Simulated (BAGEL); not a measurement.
# singlet Si2NH5F+: a chain of runs

Aim: the energy (singlet Si2NH5F+, HF/6-31G*), then the energy (doublet Si2NH5F, NEVPT2(3,3)/6-31G*), then the energy (doublet Si2NH5F, CASPT2(3,3)/6-31G*) of FH5NSi2. 

The results are computed with BAGEL 1.2.2.

3 further runs of the same task are left out: 3 set aside as unsound or not needed.

### 1 The system as given

Si2NH5F+ has 9 atoms, charge +1, and is taken as a singlet. As SMILES of the parent species, `N[Si](F)[SiH3]`. One bond was lengthened or shortened from a relaxed shape. That shape belongs to the parent species and isn't relaxed for this state.

Bond lengths: N1–Si2 1.703 Å, Si2–F3 1.616 Å, Si2–Si4 2.346 Å, N1–H5 0.856 Å, N1–H6 1.008 Å, Si4–H7 1.485 Å, Si4–H8 1.492 Å, Si4–H9 1.486 Å. Some angles: N1–Si2–F3 112.7°, N1–Si2–Si4 109.4°, F3–Si2–Si4 108.8°, Si2–N1–H5 122.8°, Si2–N1–H6 123.0°, Si2–Si4–H7 109.3°, Si2–Si4–H8 112.4°, Si2–Si4–H9 108.4°, H5–N1–H6 112.1°, H7–Si4–H8 108.9°.

### 2 A single-point energy at HF/6-31G(d) (density fitting with svp-jkfit, spherical functions) (run 1)

The input, hf.json:

```json
{ "bagel" : [

{
  "title" : "molecule",
  "basis" : "6-31gs.json",
  "df_basis" : "svp-jkfit",
  "angstrom" : false,
  "geometry" : [
    { "atom" : "N", "xyz" : [ -2.06314062,  2.72499074, -1.42325290 ] },
    { "atom" : "Si", "xyz" : [ -1.81917698, -0.47866196, -1.22388679 ] },
    { "atom" : "F", "xyz" : [ -1.15323749, -1.77936045, -3.90559714 ] },
    { "atom" : "Si", "xyz" : [  1.34006716, -1.53804242,  1.69989747 ] },
    { "atom" : "H", "xyz" : [ -3.29246983,  3.46519079, -2.16827176 ] },
    { "atom" : "H", "xyz" : [ -0.59142192,  3.89718786, -1.13072330 ] },
    { "atom" : "H", "xyz" : [  1.92229177, -4.27587763,  1.48711430 ] },
    { "atom" : "H", "xyz" : [  3.71091755, -0.06500091,  1.29889758 ] },
    { "atom" : "H", "xyz" : [  0.37838553, -0.99342335,  4.28220822 ] }
  ]
},
{ "title" : "hf", "charge" : 1 },
{ "title" : "print", "file" : "orbitals.molden", "orbitals" : true }

]}
```

The basis set 6-31G* is read from a file made from the Basis Set Exchange's data (not shown).

On the command line:

```
$ BAGEL_NUM_THREADS=1 BAGEL hf.json > hf.out
```

Log:

```text
* using 1 threads per process

  ===============================================================
  ===============================================================

  *** Geometry ***

  { "atom" : "N", "xyz" : [     -2.063141,      2.724991,     -1.423253 ] },
  { "atom" : "Si", "xyz" : [     -1.819177,     -0.478662,     -1.223887 ] },
  { "atom" : "F", "xyz" : [     -1.153237,     -1.779360,     -3.905597 ] },
[... 5 lines of this table left out ...]
  { "atom" : "H", "xyz" : [      0.378386,     -0.993423,      4.282208 ] },

  Number of auxiliary basis functions:      500

  Since a DF basis is specified, we compute 2- and 3-index integrals:
    o Being stored without compression. Storage requirement is 0.022 GB

  Number of basis functions:       74
  Number of electrons      :       49

    * METHOD: MOLECULE                             0.23

  *** RHF ***

  === Nuclear Repulsion ===
   215.4239661883

      * DIIS with orbital gradients will be used.

  === RHF iteration (6-31gs.json) ===
      0       -734.06649293          0.02458094           0.06
      1       -734.25740299          0.01600295           0.06
      2       -734.35522571          0.00174535           0.06
[... 12 lines of this table left out ...]
     15       -734.35744472          0.00000000           0.06
    * SCF iteration converged.

    * Permanent dipole moment:
           (    0.862840,    -0.591007,    -0.541993) a.u.

    * METHOD: HF                                   1.15

    * METHOD: PRINT                                0.01

  ===============================================================
```

Run time: 1.6 s. Hardware: 1 thread of Arm Neoverse V2, shared host; peak memory 0.11 GiB.

### 3 Doublet neutral Si2NH5F: a single-point energy at NEVPT2(3,3)/6-31G(d) (density fitting with svp-jkfit, spherical functions) (run 2)

The input, input.json:

```json
{ "bagel": [

{
  "title": "molecule",
  "basis": "6-31gs.json",
  "df_basis": "svp-jkfit",
  "angstrom": false,
  "geometry": [
    { "atom": "N", "xyz": [ -2.06314062,  2.72499074, -1.42325290 ] },
    { "atom": "Si", "xyz": [ -1.81917698, -0.47866196, -1.22388679 ] },
    { "atom": "F", "xyz": [ -1.15323749, -1.77936045, -3.90559714 ] },
    { "atom": "Si", "xyz": [  1.34006716, -1.53804242,  1.69989747 ] },
    { "atom": "H", "xyz": [ -3.29246983,  3.46519079, -2.16827176 ] },
    { "atom": "H", "xyz": [ -0.59142192,  3.89718786, -1.13072330 ] },
    { "atom": "H", "xyz": [  1.92229177, -4.27587763,  1.48711430 ] },
    { "atom": "H", "xyz": [  3.71091755, -0.06500091,  1.29889758 ] },
    { "atom": "H", "xyz": [  0.37838553, -0.99342335,  4.28220822 ] }
  ]
},
{ "title": "hf", "charge": 1 },
{ "title": "casscf", "nstate": 1, "nact": 3, "nclosed": 23, "nspin": 1, "active": [14, 25, 34], "maxiter": 200, "natocc": true },
{
  "title": "nevpt2",
  "nstate": 1,
  "nact": 3,
  "nclosed": 23,
  "nspin": 1,
  "active": [14, 25, 34],
  "maxiter": 200,
  "natocc": true,
  "ncore": 12
},
{ "title": "print", "file": "orbitals.molden", "orbitals": true }

]}
```

The basis set 6-31G* is read from a file made from the Basis Set Exchange's data (not shown).

On the command line:

```
$ BAGEL_NUM_THREADS=1 BAGEL input.json > input.out
```

Log:

```text
* using 1 threads per process

  ===============================================================
  ===============================================================

  *** Geometry ***

  { "atom" : "N", "xyz" : [     -2.063141,      2.724991,     -1.423253 ] },
  { "atom" : "Si", "xyz" : [     -1.819177,     -0.478662,     -1.223887 ] },
  { "atom" : "F", "xyz" : [     -1.153237,     -1.779360,     -3.905597 ] },
[... 5 lines of this table left out ...]
  { "atom" : "H", "xyz" : [      0.378386,     -0.993423,      4.282208 ] },

[... 23 lines left out ...]
    * SCF iteration converged.
[... 1 line left out ...]
    * Permanent dipole moment:
[... 28 lines left out ...]
    * Second-order optimization converged. *
[... 13 lines left out ...]
     * ci vector, state   0, <S^2> = 0.7500
[... 3 lines left out ...]
    * METHOD: CASSCF                               4.33

    * freezing 12 orbitals

  === DF-NEVPT2 calculation ===

    * 3-index integral transformation done
    * assembly done

      NEVPT2 correlation energy:   -0.4597294350      0.11

          (+0)     -0.3722519494
          (+0)'    -0.0238818603
          (+1)     -0.0136143183
          (+1)'    -0.0002590599
          (+2)     -0.0002246215
          (-1)     -0.0426845599
          (-1)'    -0.0003552239
          (-2)     -0.0064578419

      NEVPT2 total energy:       -735.1112458373

    * METHOD: NEVPT2                               0.23

    * METHOD: PRINT                                0.01

  ===============================================================
```

It took 6.3 s on 1 thread of Arm Neoverse V2, shared host; peak memory 0.14 GiB.

### 4 Doublet neutral Si2NH5F: the energy at CASPT2(3,3)/6-31G(d) (density fitting with svp-jkfit, spherical functions) (run 3)

Edit input.json of step 3 so:

```diff
@@ -6,3 +6,3 @@
   "df_basis": "svp-jkfit",
-  "angstrom": false,
+  "angstrom": "false",
   "geometry": [
@@ -20,15 +20,5 @@
 { "title": "hf", "charge": 1 },
-{ "title": "casscf", "nstate": 1, "nact": 3, "nclosed": 23, "nspin": 1, "active": [14, 25, 34], "maxiter": 200, "natocc": true },
-{
-  "title": "nevpt2",
-  "nstate": 1,
-  "nact": 3,
-  "nclosed": 23,
-  "nspin": 1,
-  "active": [14, 25, 34],
-  "maxiter": 200,
-  "natocc": true,
-  "ncore": 12
-},
-{ "title": "print", "file": "orbitals.molden", "orbitals": true }
+{ "title": "casscf", "nstate": 1, "nact": 3, "nclosed": 23, "nspin": 1, "active": [14, 25, 34], "maxiter": 200, "natocc": "true" },
+{ "title": "print", "file": "orbitals.molden", "orbitals": "true" },
+{ "title": "smith", "method": "caspt2", "ms": "true", "xms": "true", "sssr": "true", "shift": 0.2, "shift_imag": "true", "ncore": 12 }
```

The basis set 6-31G* is read from a file made from the Basis Set Exchange's data (not shown).

On the command line:

```
$ BAGEL_NUM_THREADS=1 BAGEL input.json > input.out
```

Log:

```text
* using 1 threads per process

  ===============================================================
  ===============================================================

  *** Geometry ***

  { "atom" : "N", "xyz" : [     -2.063141,      2.724991,     -1.423253 ] },
  { "atom" : "Si", "xyz" : [     -1.819177,     -0.478662,     -1.223887 ] },
  { "atom" : "F", "xyz" : [     -1.153237,     -1.779360,     -3.905597 ] },
[... 5 lines of this table left out ...]
  { "atom" : "H", "xyz" : [      0.378386,     -0.993423,      4.282208 ] },

[... 25 lines left out ...]
    * Permanent dipole moment:
[... 42 lines left out ...]
     * ci vector, state   0, <S^2> = 0.7500
[... 21 lines left out ...]
       #      aibj      arbs      arbi      airj      risj      airs      arst      rist         Etot      error   time
[... 10 lines left out ...]
      ------------------------------------------------------------------------------------------------------------------

    * CASPT2 energy : state  0     -735.1188566890
        w/o shift correction       -735.1164428061
        reference weight              0.8691184783

    * METHOD: SMITH                                0.58

  ===============================================================
```

Run time: 6.6 s. Hardware: 1 thread of Arm Neoverse V2, shared host; peak memory 0.15 GiB.

### 5 Summary of results

```
                                    quantity          value
              run 1, HF/6-31G*: total energy  -734.35744 Eh
               run 1, HF/6-31G*: HOMO energy      -17.35 eV
               run 1, HF/6-31G*: LUMO energy       -6.67 eV
             run 1, HF/6-31G*: HOMO–LUMO gap       10.68 eV
doublet neutral Si2NH5F, run 2: total energy  -735.11125 Eh
doublet neutral Si2NH5F, run 3: total energy  -735.11886 Eh
```
